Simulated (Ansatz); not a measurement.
**C2H5BOS: how energies converge with the basis set**

An exercise on one series of results from a longer session: the logs are not shown, and one member is left open.

Method: one geometry, several basis sets; program: Ansatz 0.2.0, Gaussian basis.

The runs, in order: PBE0-D4/def2-SVP; ωB97M-V/def2-SVP; PBE0-D4/def2-QZVPP; ωB97M-V/def2-QZVPP; the functionals' def2-TZVPP values are taken from earlier runs.

**The relaxed structure**

An earlier PBE0-D4 in a triple-zeta def2 set relaxation fixed the geometry.

10 atoms, charge 0, spin multiplicity 1.

Atoms are counted from 1 here; the program's logs count them from 0.

Bond lengths: O1–C2 1.217 Å, C2–B3 1.596 Å, C2–H6 1.114 Å, B3–C4 1.564 Å, B3–S5 1.994 Å, B3–H7 1.194 Å, C4–S5 1.837 Å, C4–H8 1.085 Å, C4–H9 1.086 Å, S5–H10 1.364 Å. Angles: O1–C2–B3 124.8°, O1–C2–H6 117.3°, B3–C2–H6 117.8°, C2–B3–C4 113.9°, C2–B3–S5 106.7°, C2–B3–H7 121.9°, C4–B3–S5 60.8°, C4–B3–H7 121.4°, S5–B3–H7 114.3°, B3–C4–S5 71.3°, B3–C4–H8 121.6°, B3–C4–H9 120.7°, S5–C4–H8 111.0°, S5–C4–H9 109.0°, H8–C4–H9 113.4°, B3–S5–C4 48.0°, B3–S5–H10 87.5°, C4–S5–H10 94.9°.

The first run:

in.yaml

```yaml
crystal:
  periodic: [false, false, false]
  atoms:
    - {symbol: O, position_ang: [-1.642946, -0.846155, 0.843965]}
    - {symbol: C, position_ang: [-1.187176, 0.280052, 0.781694]}
    - {symbol: B, position_ang: [0.296983, 0.637386, 0.315821]}
    - {symbol: C, position_ang: [0.684961, 0.040197, -1.076562]}
    - {symbol: S, position_ang: [1.303083, -1.082533, 0.240144]}
    - {symbol: H, position_ang: [-1.875996, 1.124104, 1.014728]}
    - {symbol: H, position_ang: [0.907349, 1.543648, 0.796815]}
    - {symbol: H, position_ang: [-0.044870, -0.461943, -1.703746]}
    - {symbol: H, position_ang: [1.531314, 0.433225, -1.631348]}
    - {symbol: H, position_ang: [0.110399, -1.719181, 0.421387]}
basis:
  gaussian: {orbitals: def2-SVP}
hamiltonian: {xc: pbe0, dispersion: d4}
output: {orbitals: {seedname: orbitals}}
```

Steps of the session up to this table: PBE0-D4 in def2-SVP; ωB97M-V in def2-SVP; PBE0-D4 in def2-QZVPP; ωB97M-V in def2-QZVPP.

One table of the session follows, with a row left open; its other results are not shown here.

It belongs to the step «Density functionals: the series». 

| functional | basis | HOMO (eV) |
| --- | --- | --- |
| PBE0-D4 | def2-SVP | ? |
| PBE0-D4 | def2-TZVPP | -7.04 |
| PBE0-D4 | def2-QZVPP | -7.07 |
| ωB97M-V | def2-SVP | -9.27 |
| ωB97M-V | def2-TZVPP | -9.38 |
| ωB97M-V | def2-QZVPP | -9.41 |

**Question.** Estimate the row for PBE0-D4, def2-SVP.

As computed: HOMO (eV): -6.95. In the column «HOMO (eV)» it is the highest.
